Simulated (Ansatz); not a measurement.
# CH3Se radical (SMILES C[Se]): functionals against CCSD(T) at one geometry

One table from this session's results is given with a row withheld; the runs are named, their logs left out.

Program: Ansatz 0.2.0, Gaussian basis. Level of theory: single points in def2-TZVPP. These are calculated values, not measurements.

Cores are frozen in the correlated methods. Filled d shells of the heavier atoms are correlated. Orbitals are unrestricted.

### Where the work starts

SMILES `C[Se]`, 5 atoms, charge 0, spin multiplicity 2.

Atoms are counted from 1 here; the program's logs count them from 0.

Bond lengths: C1–Se2 1.956 Å, C1–H3 0.966 Å, C1–H4 1.013 Å, C1–H5 1.160 Å. Angles: Se2–C1–H3 108.3°, Se2–C1–H4 111.5°, Se2–C1–H5 112.8°, H3–C1–H4 118.1°, H3–C1–H5 97.1°, H4–C1–H5 108.2°.

Coordinates:

```
C    -0.1122   -0.1129    0.1315
Se    1.2204    1.0187   -0.7454
H     0.0307   -1.0258   -0.1510
H    -0.1637    0.0766    1.1251
H    -1.1747    0.0119   -0.3175
```

The first run:

File run/in.yaml:

```yaml
crystal:
  periodic: [false, false, false]
  atoms:
    - {symbol: C, position_ang: [-0.112200, -0.112900, 0.131500]}
    - {symbol: Se, position_ang: [1.220400, 1.018700, -0.745400]}
    - {symbol: H, position_ang: [0.030700, -1.025800, -0.151000]}
    - {symbol: H, position_ang: [-0.163700, 0.076600, 1.125100]}
    - {symbol: H, position_ang: [-1.174700, 0.011900, -0.317500]}
basis:
  gaussian: {orbitals: def2-TZVPP}
magnetization: {spin_polarized: true, initial_magnetization: 1}
correlation: {method: ccsd_t}
scf: {omitted_lower_state_checks: [cluster_reference]}
output: {forces: true}
```

No record of the launch command was kept for these runs.

Among the steps run: CCSD(T)/def2-TZVPP; PBE0-D4/def2-TZVPP; wB97M-V/def2-TZVPP; r2SCAN-D4/def2-TZVPP; PBE-D4/def2-TZVPP; revPBE-D4/def2-TZVPP; r2SCANh-D4/def2-TZVPP.

One table of the session follows, with a row left open; its other results are not shown here.

```
    method  RMS force component (eV/Å)  angle to CCSD(T) forces (°)  dipole (D)
   CCSD(T)                       2.411                    reference        1.52
   PBE0-D4                       2.436                          1.9        1.61
   wB97M-V                           ?                            ?           ?
 r2SCAN-D4                       2.394                          1.0        1.68
    PBE-D4                       2.447                          3.4        1.62
 revPBE-D4                       2.449                          3.5        1.60
r2SCANh-D4                       2.394                          1.4        1.67
```

Q: Estimate the row for wB97M-V from the others.

As computed: RMS force component (eV/Å): 2.391; angle to CCSD(T) forces (°): 1.6; dipole (D): 1.55. In the column «RMS force component (eV/Å)» it is the lowest.
